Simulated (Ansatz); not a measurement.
# CuSb6Ru: the cost of one run

Program: Ansatz 0.2.0. Level of theory: DFT PBE, scalar-relativistic, plane waves, PAW. These are calculated values, not measurements.

1 further run of the same task is left out (it didn't finish).

## (1) The starting structure

It takes space group Fm-3m (No. 225, cubic). Conventional cell: a = 10.144 Å, b = 10.144 Å, c = 10.144 Å, α = 90.00°, β = 90.00°, γ = 90.00°. Around Cu (site symmetry m-3m) lie 6 Sb at 2.59 Å. Around Sb (site symmetry 4mm) lie 1 Ru at 2.48 Å and 1 Cu at 2.59 Å. Ru (site symmetry m-3m) is surrounded by 6 Sb at 2.48 Å.

Structure file:

```
CELL_PARAMETERS angstrom
0.00000 5.07194 5.07194
5.07194 0.00000 5.07194
5.07194 5.07194 0.00000
ATOMIC_POSITIONS crystal
Cu 0.50000 0.50000 0.50000
Sb 0.24491 0.24491 0.75509
Sb 0.75509 0.75509 0.24491
Sb 0.75509 0.24491 0.24491
Sb 0.24491 0.75509 0.75509
Sb 0.24491 0.75509 0.24491
Sb 0.75509 0.24491 0.75509
Ru 0.00000 0.00000 0.00000
```

The cell is invented: species swapped into a database cell of HfVF6 (Fm-3m, No. 225), with Ru on the Hf sites, Cu on the V sites and Sb on the F sites. The dimensions are guesses.

## (2) The guess as it stands, on a coarse mesh

input.yaml reads:

```yaml
crystal:
  lattice:
    - [0.0, 5.07194429, 5.07194429]
    - [5.07194429, 0.0, 5.07194429]
    - [5.07194429, 5.07194429, 0.0]
  atoms:
    - { symbol: Cu, position: [0.5, 0.5, 0.5] }
    - { symbol: Sb, position: [0.24491, 0.24491, 0.75509] }
    - { symbol: Sb, position: [0.75509, 0.75509, 0.24491] }
    - { symbol: Sb, position: [0.75509, 0.24491, 0.24491] }
    - { symbol: Sb, position: [0.24491, 0.75509, 0.75509] }
    - { symbol: Sb, position: [0.24491, 0.75509, 0.24491] }
    - { symbol: Sb, position: [0.75509, 0.24491, 0.75509] }
    - { symbol: Ru, position: [0.0, 0.0, 0.0] }
basis:
  ecutwfc: 420
kpoints:
  mp_grid: { grid: [4, 4, 4] }
hamiltonian:
  xc: pbe
scf:
  occupations: { method: gaussian, width: 0.1 }
  lower_state_search: "off"
output:
  forces: true
  stress: true
  eigenvalues: true
```

Command:

```sh
> ansatz run input.yaml --threads 1 --pin off --max-ram 2048MiB --backend cpu --events-out ev --progress --plain --runs-dir out
```

What time and memory should one allow on 1 thread of Arm Neoverse V2, shared host?

About 8.4 s, with a peak of 0.57 GiB.
